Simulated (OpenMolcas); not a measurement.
# Mn³⁺: CASSCF and CASPT2 terms and fine-structure levels

Aim: the low terms and levels of Mn³⁺, with their order and spacing, then second-order correlation under several settings.

The numbers are computed with OpenMolcas 26.06 (state-averaged CASSCF and CASPT2, spin-orbit coupling by RASSI with atomic mean-field integrals), except any that are marked as measured or tabulated.

## (1) The system

- Species: Mn³⁺ (manganese, Z = 25, 22 electrons)
- Basis: ANO-L-VQZP [7s6p4d3f2g], 84 functions
- Scalar Hamiltonian: non-relativistic, point nucleus
- Inactive shells: 1s 2s 2p 3s 3p
- Active space: 4 electrons in 5 orbitals (3d)
- Some configurations of this space: 3d⁴
- Orbitals: optimised for the ground-state spin in each parity, averaged over all roots

The outer shells:

3d4
```
3d [↑ ][↑ ][↑ ][↑ ][  ]
```

The work runs as a chain of OpenMolcas steps in one folder; each step below is one input file. Labels, J, g values, rates, χT and fits are worked out afterwards by a script from the matrices that RASSI stores.

## (2) One- and two-electron integrals

File a.inp:

```
&GATEWAY
Coord
1

Mn 0.0 0.0 0.0
Basis=ANO-L-VQZP
Group=XYZ
NoMove
AngMom=0.0 0.0 0.0
AMFI
&SEWARD
```

On the command line:

```bash
$ OMP_NUM_THREADS=1 MOLCAS_MEM=2252 MOLCAS_PROJECT=a pymolcas a.inp > a.log
```

## (3) Reference wave functions, quintets of even parity, 5 roots

File a.inp:

```
&RASSCF
FileOrb=start.orb
Symmetry=1
Spin=5
nActEl=4 0 0
Inactive=3 6
Ras2=5 0
CIRoot=5 5 1
SDav=5
CIMx=300
Iter=120 100
PrWF=0.3
OrbListing=Nothing
MaxOrb=0
Atom
>>> COPY $Project.JobIph JOB001
```

start.orb holds the contracted functions of the basis, ordered by shell, or the orbitals of the step before.

## (4) CASSCF: triplets of even parity, 45 roots

File a.inp:

```
&RASSCF
FileOrb=start.orb
Symmetry=1
Spin=3
nActEl=4 0 0
Inactive=3 6
Ras2=5 0
CIRoot=45 45 1
SDav=45
CIMx=300
Iter=120 100
PrWF=0.3
OrbListing=Nothing
MaxOrb=0
Atom
CIOnly
>>> COPY $Project.JobIph JOB002
```

## (5) Reference wave functions, singlets of even parity, 50 roots

File a.inp:

```
&RASSCF
FileOrb=start.orb
Symmetry=1
Spin=1
nActEl=4 0 0
Inactive=3 6
Ras2=5 0
CIRoot=50 50 1
SDav=50
CIMx=300
Iter=120 100
PrWF=0.3
OrbListing=Nothing
MaxOrb=0
Atom
CIOnly
>>> COPY $Project.JobIph JOB003
```

## (6) RASSI: spin-orbit coupling between the states

File a.inp:

```
&RASSI
NrOfJobIphs=3 5 45 50
1 2 3 4 5
1 2 3 4 5 6 7 8 9 10 11 12 13 14 15 16 17 18 19 20 21 22 23 24 25 26 27
28 29 30 31 32 33 34 35 36 37 38 39 40 41 42 43 44 45
1 2 3 4 5 6 7 8 9 10 11 12 13 14 15 16 17 18 19 20 21 22 23 24 25 26 27
28 29 30 31 32 33 34 35 36 37 38 39 40 41 42 43 44 45 46 47 48 49 50
IphNames
JOB001
JOB002
JOB003
EJob
SpinOrbit
DIPRint=1.0
SOCoupling=1000.0
Subsets=2
MEES
Property=10
'ANGMOM' 1 'ANGMOM' 2 'ANGMOM' 3 'MLTPL  1' 1 'MLTPL  1' 2 'MLTPL  1' 3
'AMFI' 1 'AMFI' 2 'AMFI' 3 'MLTPL  2' 6
SOProperty=3
'ANGMOM' 1 'ANGMOM' 2 'ANGMOM' 3
```

## (7) CASPT2: IPEA 0.75 (closed shells correlated: 3s 3p)

File a.inp:

```
>>> COPY JOB001 $Project.JobIph
&CASPT2
Multistate=5 1 2 3 4 5
Frozen=2 3
IPEA=0.75
MaxIter=60
WThr=0.0 0.3 0.05
PrWF=0.5
NoMix
>>> COPY JOB002 $Project.JobIph
&CASPT2
Multistate=45 1 2 3 4 5 6 7 8 9 10 11 12 13 14 15 16 17 18 19 20 21 22
23 24 25 26 27 28 29 30 31 32 33 34 35 36 37 38 39 40 41 42 43 44 45
Frozen=2 3
IPEA=0.75
MaxIter=60
WThr=0.0 0.3 0.05
PrWF=0.5
NoMix
>>> COPY JOB003 $Project.JobIph
&CASPT2
Multistate=50 1 2 3 4 5 6 7 8 9 10 11 12 13 14 15 16 17 18 19 20 21 22
23 24 25 26 27 28 29 30 31 32 33 34 35 36 37 38 39 40 41 42 43 44 45 46
47 48 49 50
Frozen=2 3
IPEA=0.75
MaxIter=60
WThr=0.0 0.3 0.05
PrWF=0.5
NoMix
```

## (8) CASPT2: IPEA 0.15, imaginary shift 0.5 (closed shells correlated: none)

a.inp: that of step 7 with these lines changed.

```diff
@@ -3,4 +3,5 @@
 Multistate=5 1 2 3 4 5
-Frozen=2 3
-IPEA=0.75
+Frozen=3 6
+IPEA=0.15
+Imaginary=0.5
 MaxIter=60
@@ -13,4 +14,5 @@
 23 24 25 26 27 28 29 30 31 32 33 34 35 36 37 38 39 40 41 42 43 44 45
-Frozen=2 3
-IPEA=0.75
+Frozen=3 6
+IPEA=0.15
+Imaginary=0.5
 MaxIter=60
@@ -24,4 +26,5 @@
 47 48 49 50
-Frozen=2 3
-IPEA=0.75
+Frozen=3 6
+IPEA=0.15
+Imaginary=0.5
 MaxIter=60
```

## (9) CASPT2: IPEA 0.75, imaginary shift 0.05 (closed shells correlated: 3s 3p)

a.inp: that of step 8 with these lines changed.

```diff
@@ -3,5 +3,6 @@
 Multistate=5 1 2 3 4 5
-Frozen=3 6
-IPEA=0.15
-Imaginary=0.5
+NoMult
+Frozen=2 3
+IPEA=0.75
+Imaginary=0.05
 MaxIter=60
@@ -14,5 +15,6 @@
 23 24 25 26 27 28 29 30 31 32 33 34 35 36 37 38 39 40 41 42 43 44 45
-Frozen=3 6
-IPEA=0.15
-Imaginary=0.5
+NoMult
+Frozen=2 3
+IPEA=0.75
+Imaginary=0.05
 MaxIter=60
@@ -26,5 +28,6 @@
 47 48 49 50
-Frozen=3 6
-IPEA=0.15
-Imaginary=0.5
+NoMult
+Frozen=2 3
+IPEA=0.75
+Imaginary=0.05
 MaxIter=60
```

(Steps that only read results are left out.)

What does the calculation give? Wanted: lowest level; first excited level; lowest level of another term; spin-orbit lowering of the lowest level; strongest of the lines computed, by gA.

The runs gave:

```
                                                                                   quantity                                                   value
                                                                                     method  SS-CASPT2, IPEA 0.75 (closed shells correlated: 3s 3p)
                                                                               lowest level                             3d⁴ ⁵D₀, 100 % of that term
                                                                ground level listed by NIST                                                     5D0
                                                                        first excited level                                     3d⁴ ⁵D₁ at 103 cm⁻¹
                                                               lowest level of another term                                3d⁴ ³P₀(1) at 22120 cm⁻¹
                                                    spin-orbit lowering of the lowest level                                                605 cm⁻¹
strongest of the lines computed, by gA (one parity, so forbidden lines), at CASSCF energies       3d⁴ ¹D₂(2) → 3d⁴ ¹G₄(1), 165 nm, A = 4.92e+01 s⁻¹
```

What each method costs and misses:

```csv
method,time of its own steps,time with the reference,mean absolute difference from the measured levels (cm-1)
A. CASSCF,34 s,34 s,5100
"B. SS-CASPT2, IPEA 0.75, +3s 3p",68 s,1.7 min,1500
"C. SS-CASPT2, IPEA 0.15, imaginary shift 0.5, +none",26 s,60 s,2300
"D. SS-CASPT2, IPEA 0.75, imaginary shift 0.05, +3s 3p",41 s,75 s,1500
```

Times are of one thread on a shared host.

The multiplet ⁵D is regular; its intervals divided by the larger J differ by 11 % of their mean, where Landé's rule for pure LS coupling makes them equal. Second-order correlation (method B) scales the levels of the lowest configuration above 5000 cm⁻¹ by 0.82 to 0.94. Method B lies closest to the measured levels (1500 cm⁻¹ on average, level with D) and A farthest (5100). Only the configurations of the active space and the roots asked for are present. The triplets, singlets rest on orbitals optimised for another spin in at least one step, which raises them against the optimised states. CASPT2 does not keep the components of a term degenerate, and the means are used. Levels of other configurations are missing from the list.
